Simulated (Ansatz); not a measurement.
# LuC (zincblende): a single-point run

Wanted: a converged single-point run for LuC (zincblende), and a check of what comes out. The structure is shown as the input types it.

Method: DFT r2SCAN, scalar-relativistic, plane waves, PAW, in Ansatz 0.2.0.

2 further runs of the same task are left out: 1 that didn't finish, 1 set aside as unsound or not needed.

## 1. The structure to begin with

Symmetry: F-43m, No. 216, cubic system. The conventional cell has a = 5.258 Å, b = 5.258 Å, c = 5.258 Å, α = 90.00°, β = 90.00°, γ = 90.00°. Around Lu (site symmetry -43m) lie 4 C at 2.28 Å. C (site symmetry -43m) has 4 Lu at 2.28 Å as nearest neighbours.

Coordinates:

```cif
data_structure
_symmetry_space_group_name_H-M 'P 1'
_symmetry_Int_Tables_number 1
_cell_length_a 3.7182
_cell_length_b 3.7182
_cell_length_c 3.7182
_cell_angle_alpha 60.000
_cell_angle_beta 60.000
_cell_angle_gamma 60.000
_cell_volume 36.35
loop_
_atom_site_label
_atom_site_type_symbol
_atom_site_fract_x
_atom_site_fract_y
_atom_site_fract_z
_atom_site_occupancy
Lu1 Lu 0.00000 0.00000 0.00000 1
C1 C 0.25000 0.25000 0.25000 1
```

## 2. Running it

Contents of input.yaml:

```yaml
crystal:
  lattice:
    - [0.0, 2.6291647261, 2.6291647261]
    - [2.6291647261, 0.0, 2.6291647261]
    - [2.6291647261, 2.6291647261, 0.0]
  atoms:
    - { symbol: Lu, position: [0.0, 0.0, 0.0] }
    - { symbol: C, position: [0.25, 0.25, 0.25] }
basis:
  ecutwfc: 500
  ecutrho_ratio: 4
kpoints:
  mp_grid: { grid: [12, 12, 12] }
hamiltonian:
  xc: r2scan
scf:
  occupations: { method: gaussian, width: 0.05 }
  mixing: { algorithm: anderson, beta: 0.001, ndim: 1 }
  max_iter: 75
output:
  forces: true
  stress: true
```

Run with:

```sh
$ ansatz run input.yaml --threads 2 --pin off --max-ram 2662MiB --backend cpu --events-out ev --progress --plain --runs-dir out
```

**Question.** How will this run end, and is anything wrong with its input?

The run converged and reported no error. Convergence says nothing about whether the input makes sense.

Look at the input: scf.mixing.algorithm is anderson; scf.mixing.beta is 0.001; scf.mixing.ndim is 1. The risk: mixing too weak. The residual crept for many cycles and then fell at once, which so weak a step can't do by itself: the program changed its mixing. Several mixing settings were changed at once, so this run can't tell how much each is to blame.

Run again and compare: delete scf.mixing.algorithm, scf.mixing.beta and scf.mixing.ndim (the default then holds).
